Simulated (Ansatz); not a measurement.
Runs of Ansatz 0.2.0 on Ti3C2. It takes space group P6_3/mmc (No. 194, hexagonal). The conventional cell has a = 3.067 Å, b = 3.067 Å, c = 15.117 Å, α = 90.00°, β = 90.00°, γ = 120.00°. Ti (site symmetry -3m) has 6 C at 2.20 Å as nearest neighbours. Ti (site symmetry 3m) is surrounded by 3 C at 2.06 Å. C (site symmetry 3m) is surrounded by 6 Ti at 2.06 to 2.20 Å. The cell comes from a database or a generator and needn't be the stable form of this composition.

| level | U | hubbard projectors | double counting | gap on the mesh (eV) | pressure (GPa) | largest force (eV/Å) |
| --- | --- | --- | --- | --- | --- | --- |
| PBEsol | - | - | - | none | -4.8 | 0.33 |
| PBEsol+U | Ti d U = 2 eV | ortho-atomic (the default) | fll (the default) | none | (c) | 0.24 |
| PBEsol+U | Ti d U = 5 eV | ortho-atomic (the default) | fll (the default) | none | 1.6 | 0.10 |
| PBEsol+U | Ti d U = 4 eV | ortho-atomic (the default) | fll (the default) | none | 0.1 | 0.15 |
| PBEsol+U | Ti d U = 3 eV | ortho-atomic (the default) | fll (the default) | none | -1.3 | (a) |
| PBEsol+U | Ti d U = 8 eV | ortho-atomic (the default) | fll (the default) | none | 9.0 | 0.36 |
| PBEsol+U | Ti d U = 6 eV | ortho-atomic (the default) | fll (the default) | none | 3.3 | 0.07 |
| PBEsol+U | Ti d U = 1 eV | ortho-atomic (the default) | fll (the default) | none | (b) | 0.29 |

Alike in all rows: task projected density of states; potentials or basis Ansatz PAW; no spin polarisation; cell as given; k mesh 10 × 10 × 2; cutoff (eV) 420; smearing fermi-dirac 0.05 eV.

Problem. Estimate the missing entries.

Solution. (a) 0.20; (b) -3.7; (c) -2.5.

Caveats: the PAW data sets come from PBE, with cores solved anew for the run's functional, which leaves a small shift of forces and pressure; the density of states is complete only up to the lowest level of the last band computed; U without spin polarisation on a metal has little footing (some runs); the U is typed as a test and isn't derived for this compound (some runs).

A gap of «none» marks a metal or a gap under the smearing width.
